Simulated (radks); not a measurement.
# Mo⁺ in [Kr] 4d5: an all-electron calculation

Wanted: eigenvalues, radial structure and energy terms of the molybdenum ion Mo+.

Program: radks (a radial shooting solver on a logarithmic mesh, Libxc functionals) version 1. Level of theory: Dirac Kohn-Sham, PBE, spin-unpolarised, spherical densities, finite nucleus; open shells fill j = l - 1/2 first. These are calculated values, not measurements, unless marked.

## (1) What is computed

* element: molybdenum (Z = 42)
* charge: +1
* electrons: 41
* configuration: [Kr] 4d5
* nuclear rms radius: 4.4091 fm

## (2) The calculation

Settings of this run:

```text
Z 42
configuration [Kr] 4d5 5s0 5p0
relativity Dirac
functional pbe,pbe
spin unpolarised
j_filling energy
nucleus finite rms 4.4091 fm
c 137.035999084
```

What does the calculation give?

**Answer**, as computed:

```
                        quantity                   value
                    total energy     -4048.90755 hartree
exchange-correlation share of it                  3.05 %
                            −T/E                  1.0369
          highest occupied level       4d5/2, -10.260 eV
    most extended occupied level  4d5/2, <r> = 1.91 bohr
 radius at density 0.001 e/bohr³               4.00 bohr
    maxima of the radial density                       4
         ionisation energy, NIST     16.2 (semi-emp.) eV
```

**Reading.** The radial density shows 4 maxima for 4 occupied principal shells. Relativity lifts −T/E to 1.037. Minus the highest eigenvalue, 10.260 eV, is 63 % of the tabulated ionisation energy (16.2 eV); the potential of a semilocal functional falls off too fast, so its top eigenvalue is too shallow. Spin polarisation and multiplet splitting are left out.
